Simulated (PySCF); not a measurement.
# C5H8Si: the cost of one run

Computed with PySCF 2.14.0, with density-fitted response routines of our own, on a single molecule in the gas phase. Atoms count from 0, in the outputs and in this text.

## Step 1: The starting structure

14 atoms, charge 0, multiplicity 1; geometry from: PBE0-D3(BJ)/def2-SVP.

Bonds of the start (Å): C0–C1 1.34, C1–Si2 1.87, Si2–C3 1.87, C3–C4 1.35, C4–C5 1.52, C5–Si2 1.91, C0–H6 1.10, C0–H7 1.10, C1–H8 1.10, Si2–H9 1.50, C3–H10 1.09, C4–H11 1.10, C5–H12 1.10, C5–H13 1.10.

## Step 2: Shielding tensors: PBE0/pcSseg-1

Job settings and geometry (Å):

```
{"job": {"kind": "nmr", "xc": "PBE0", "basis": "pcSseg-1", "pop": false}, "charge": 0, "multiplicity": 1}
C     -2.865593     0.200017     0.180761
C     -1.582496     0.581998     0.170021
Si    -0.165566    -0.604134    -0.091257
C      1.189345    -0.118948    -1.281219
C      2.081015    -0.061227    -0.267995
C      1.374071    -0.412692     1.027260
H     -3.688503     0.907854     0.330587
H     -3.154092    -0.848432     0.038605
H     -1.353223     1.646583     0.313220
H     -0.749912    -1.978817    -0.211366
H      1.384392     0.082046    -2.337079
H      3.149160     0.195495    -0.342882
H      1.359808     0.401774     1.770581
H      1.760037    -1.318547     1.523694
```

Level: GIAO PBE0/pcSseg-1 NMR shielding, non-relativistic, gas phase.

Launch:

```
$ OMP_NUM_THREADS=1 python probes_run.py task.json out
```

This one command runs all jobs of the session in turn.

**Question.** How long does this first job take on 1 thread of Arm Neoverse V1, shared host, and how much memory does it need?

About 13 s, with a peak of 0.86 GiB.
